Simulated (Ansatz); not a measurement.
# GaHClOF: a ladder of functionals and wavefunction methods

Aim: compute GaHClOF with functionals from several rungs and with coupled cluster, and see how far each lands from CCSD(T) at the basis-set limit for the atomisation energy.

Method: functionals in def2-TZVPP, the program's frozen cores in correlated methods; program: Ansatz 0.2.0, Gaussian basis.

The runs, in order: PBE-D4, r2SCAN-D4, PBE0-D4, B3LYP-D4, ωB97X-V, ωB97M-V, B2PLYP; CCSD(T)/def2-TZVPP; CCSD(T)/def2-QZVPP; extrapolation to the limit.

### Step 1. The geometry

The geometry comes from an earlier relaxation with PBE0-D4/def2-TZVP; it is a stationary point.

SMILES `[OH][Ga]([F])[Cl]`, 5 atoms, charge 0, spin multiplicity 1.

Atoms are counted from 1 here; the program's logs count them from 0.

Bond lengths: O1–Ga2 1.761 Å, O1–H5 0.961 Å, Ga2–F3 1.733 Å, Ga2–Cl4 2.115 Å. Angles: Ga2–O1–H5 113.2°, O1–Ga2–F3 117.3°, O1–Ga2–Cl4 124.2°, F3–Ga2–Cl4 118.5°.

Coordinates:

```xyz
5
charge 0, multiplicity 1
O    -0.0423    0.7607   -1.1679
Ga    0.2864   -0.1869    0.2792
F     1.9469   -0.4775    0.6798
Cl   -1.2109   -0.9824    1.5430
H    -0.9801    0.8861   -1.3342
```

### Step 2. PBE-D4 (GGA)

The input, in.yaml:

```yaml
crystal:
  periodic: [false, false, false]
  atoms:
    - {symbol: O, position_ang: [-0.042274, 0.760731, -1.167865]}
    - {symbol: Ga, position_ang: [0.286449, -0.186908, 0.279229]}
    - {symbol: F, position_ang: [1.946856, -0.477505, 0.679757]}
    - {symbol: Cl, position_ang: [-1.210896, -0.982396, 1.543032]}
    - {symbol: H, position_ang: [-0.980135, 0.886068, -1.334153]}
basis:
  gaussian: {orbitals: def2-TZVPP}
hamiltonian: {xc: pbe, dispersion: d4}
output: {forces: true, orbitals: {seedname: orbitals}}
```

Run with:

```bash
ansatz run in.yaml --threads 2 --pin off --events-out ev --progress --plain --max-ram 22528MiB --backend cpu
```

After this run come: r2SCAN-D4 (meta-GGA); PBE0-D4 (hybrid); B3LYP-D4 (hybrid); ωB97X-V (range-separated); ωB97M-V (range-separated); B2PLYP (double hybrid); CCSD(T) in def2-TZVPP; CCSD(T) in def2-QZVPP.

Q: Predict the results of all the runs planned. Wanted: atomisation energy, CCSD(T)/CBS; farthest; mean size of error, hybrid; mean size of error, range-separated; gap, smallest and largest; T1 diagnostic; triples share of the correlation energy.

As calculated:

| quantity | value |
| --- | --- |
| atomisation energy, CCSD(T)/CBS | 17.482 eV |
| functionals within 0.175 eV (1.0 %) | PBE-D4, r2SCAN-D4, ωB97X-V |
| farthest | B3LYP-D4 (-0.603 eV) |
| mean size of error, hybrid | 0.521 eV |
| mean size of error, range-separated | 0.178 eV |
| gap, smallest and largest | 5.43 eV (PBE-D4), 12.59 eV (ωB97X-V) |
| T1 diagnostic | 0.0136 |
| triples share of the correlation energy | 3.6 % |

What this shows: PBE-D4 is off by +0.135 eV, about 0.034 eV a bond. Double hybrids carry the basis error of their MP2 part in triple zeta, and no dispersion term here, so their miss is partly the set-up's. Misses under about 0.175 eV are within the doubt on the reference itself, which lacks core-valence correlation, relativity and higher excitations, and its outer-core shells are covered unevenly. Hartree-Fock recovers 68 % of the binding; the rest is correlation. The gap grows from 5.4 to 12.6 eV across the functionals, mostly with the share of exact exchange. Correlated methods include outer-core shells of Ga, which these sets cover unevenly.
